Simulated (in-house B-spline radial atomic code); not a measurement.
**Se¹⁷⁺: excited configurations**

Wanted: excitation energies of Se¹⁷⁺ as differences of total energies (ΔSCF).

Method: Dirac-Hartree-Fock, average of configuration, Fermi nucleus, basis-set limit. Code: in-house B-spline radial atomic code version 1.

## 1. What is computed

```
element       : selenium (Z = 34)
charge        : +17
electrons     : 17
configuration : [Ne] 3s2 3p5
Hamiltonian   : Dirac-Coulomb
nucleus       : Fermi, rms radius 4.140 fm
```

The outer shells:

[Ne] 3s2 3p5
```
[Ne] core
3s [↑↓]
3p [↑↓][↑↓][↑ ]
```

The boxes draw the filling by Hund's rule, which heavy ions in jj coupling don't follow; these runs average over all states of the configuration.

Input settings:

```ini
Z = 34
electrons = 17.0
configuration = [Ne] 3s2 3p5
hamiltonian = dirac
method = hf
spin_polarised = False
nucleus = fermi
rms_radius = 4.14
mass_number = 80
atomic_mass = 79.916521761
speed_of_light = 137.035999084
```

This reference run was done before. Its total energy is -2276.272983 hartree, and its levels are (the highest eight at most):

```csv
orbital,occupation,energy (eV),<r> (bohr)
1s1/2,2,-13379.1,0.04407
2s1/2,2,-2325.61,0.1933
2p1/2,2,-2146.09,0.1670
2p3/2,4,-2103.50,0.1706
3s1/2,2,-767.90,0.5045
3p1/2,1.66667,-704.10,0.4945
3p3/2,3.33333,-695.51,0.5006
```

## 2. Configuration [He] 2s2 2p5 3s2 3p5 4d1

Input settings:

```ini
Z = 34
electrons = 17.0
configuration = [He] 2s2 2p5 3s2 3p5 4d1
hamiltonian = dirac
method = hf
spin_polarised = False
nucleus = fermi
rms_radius = 4.14
mass_number = 80
atomic_mass = 79.916521761
speed_of_light = 137.035999084
```

## 3. [He] 2s2 2p5 3s2 3p5 5p1

Changes to the settings of step 2:

```diff
@@ -2,3 +2,3 @@
 electrons = 17.0
-configuration = [He] 2s2 2p5 3s2 3p5 4d1
+configuration = [He] 2s2 2p5 3s2 3p5 5p1
 hamiltonian = dirac
```

## 4. Run with [He] 2s2 2p5 3s2 3p5 4s1

Changes to the settings of step 3:

```diff
@@ -2,3 +2,3 @@
 electrons = 17.0
-configuration = [He] 2s2 2p5 3s2 3p5 5p1
+configuration = [He] 2s2 2p5 3s2 3p5 4s1
 hamiltonian = dirac
```

## 5. Run with [Ne] 3s1 3p5 5f1

Changes to the settings of step 4:

```diff
@@ -2,3 +2,3 @@
 electrons = 17.0
-configuration = [He] 2s2 2p5 3s2 3p5 4s1
+configuration = [Ne] 3s1 3p5 5f1
 hamiltonian = dirac
```

## 6. Configuration [Ne] 3s2 3p4 5g1

Changes to the settings of step 5:

```diff
@@ -2,3 +2,3 @@
 electrons = 17.0
-configuration = [Ne] 3s1 3p5 5f1
+configuration = [Ne] 3s2 3p4 5g1
 hamiltonian = dirac
```

How far above the reference does each configuration lie (order and size, in eV)?

The runs gave:

| net move | configuration | energy above the reference (eV) | with Breit, QED, recoil (eV) | largest <r> (bohr) |
| --- | --- | --- | --- | --- |
| 3p → 5g | [Ne] 3s2 3p4 5g1 | 520.58 | 520.24 | 1.52 |
| 3s → 5f | [Ne] 3s1 3p5 5f1 | 585.09 | 584.59 | 1.68 |
| 2p → 4s | [He] 2s2 2p5 3s2 3p5 4s1 | 1730.36 | 1728.59 | 0.994 |
| 2p → 4d | [He] 2s2 2p5 3s2 3p5 4d1 | 1788.96 | 1787.05 | 1.00 |
| 2p → 5p | [He] 2s2 2p5 3s2 3p5 5p1 | 1893.10 | 1891.22 | 1.70 |

Quantum defects of the promoted electron, δ = n − ζ/√(−2ε) with ζ = 18 and ε its orbital energy in hartree:

| promotion | δ |
| --- | --- |
| 3p → 5g | 0.008 |
| 3s → 5f | 0.078 |
| 2p → 4s | 0.570 |
| 2p → 4d | 0.265 |
| 2p → 5p | 0.438 |

**Reading.** The energies run from 520.58 eV (3p → 5g) to 1893.10 eV (2p → 5p). Koopmans' estimate of the ionisation threshold is 695.51 eV; 3 configurations exceed it by over 2 % and could autoionise. Of those tabulated, the defect is largest for 4s (0.57) and least for 5g (0.01); at this charge much of the defect is relativistic. Two partly filled shells share a symmetry and can mix in the average, which may lower the energy, for: 2p → 4s; 2p → 4d; 2p → 5p. These are averages over configurations, without correlation, not spectroscopic levels.
